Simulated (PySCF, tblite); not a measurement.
# C7H11B: geometry, infrared bands and NMR shifts

Wanted: the infrared bands and NMR shifts of C7H11B (`BCC(C)=C=CC=C`), by calculation.

The runs use tblite 0.8.0 and PySCF 2.14.0, with density-fitted response routines of our own; the level of theory stands in each step. All values are computed, except where a source is named. Atoms are numbered from 0 throughout.

## 1. The starting structure

19 atoms, charge 0, multiplicity 1; geometry from: force field or distance geometry start.

Bonds of the start (Å): B0–C1 1.59, C1–C2 1.52, C2–C3 1.49, C2–C4 1.30, C4–C5 1.30, C5–C6 1.47, C6–C7 1.34, B0–H8 1.19, B0–H9 1.18, C1–H10 1.11, C1–H11 1.10, C3–H12 1.11, C3–H13 1.12, C3–H14 1.10, C5–H15 1.08, C6–H16 1.08, C7–H17 1.09, C7–H18 1.08.

## 2. Geometry optimisation with GFN2-xTB

Job settings and geometry (Å):

```
{"job": {"kind": "relax", "xc": "GFN2-xTB", "basis": "xTB"}, "charge": 0, "multiplicity": 1}
B     -2.256100     1.599200     0.551200
C     -1.582000     0.768200    -0.623400
C     -0.963400    -0.505800    -0.067900
C     -1.841600    -1.642400     0.344300
C      0.326600    -0.622100     0.022100
C      1.619200    -0.733200     0.097600
C      2.477500     0.463500     0.017100
C      3.806600     0.371400     0.110600
H     -3.153400     1.135100     1.171500
H     -1.892100     2.693200     0.802800
H     -0.803600     1.401600    -1.090100
H     -2.337700     0.512600    -1.385500
H     -2.919800    -1.408600     0.212900
H     -1.671200    -1.871400     1.426100
H     -1.598800    -2.543100    -0.245400
H      2.057300    -1.714000     0.243000
H      2.026300     1.440800    -0.106400
H      4.286300    -0.597300     0.236900
H      4.410000     1.261600     0.051400
```

Launch:

```sh
$ OMP_NUM_THREADS=1 python probes_run.py task.json out
```

One launch serves the whole session: the jobs run in the order shown.

**Question.** This job is followed by: GFN2-xTB harmonic vibrations, gas phase; GIAO PBE0/pcSseg-1 NMR shielding, non-relativistic, gas phase. Predict these results of the whole session: strongest single infrared mode (GFN2-xTB); zero-point energy (GFN2-xTB); 13C shifts against TMS (PBE0/pcSseg-1); 1H shifts against TMS (PBE0/pcSseg-1, means over atoms taken as alike); 11B shifts against BF3·OEt2 (PBE0/pcSseg-1).

**Answer**, as computed:

| quantity | value |
| --- | --- |
| strongest single infrared mode (GFN2-xTB) | 2577 cm⁻¹, 145 km/mol |
| zero-point energy (GFN2-xTB) | 96.8 kcal/mol |
| 13C shifts against TMS (PBE0/pcSseg-1) | 191.0, 146.2, 135.9, 124.6, 122.1, 55.5, 28.9 ppm |
| 1H shifts against TMS (PBE0/pcSseg-1, means over atoms taken as alike) | 6.81, 6.76, 5.56, 5.53, 2.74, 2.12, 0.65 ppm |
| 11B shifts against BF3·OEt2 (PBE0/pcSseg-1) | -52.6 ppm |

What this shows: Over 151 steps the energy fell by 2.066 eV; of the close pairs, B0–C4 changed most, 3.447 to 1.701 Å. All 51 modes are real, so the xTB geometry is a minimum. The strongest single mode, at 2577 cm⁻¹, moves mainly H8 and H9. Unscaled tight-binding wavenumbers are off by several per cent, some by more. Its intensities can rank the bands wrongly. H16 (hydrogen on an alkene CH) lies farthest downfield among hydrogen, at 6.81 ppm; olefinic region. At PBE0/pcSseg-1: The widest tensor belongs to C6: span 229 ppm, with a paramagnetic part of -215 ppm.
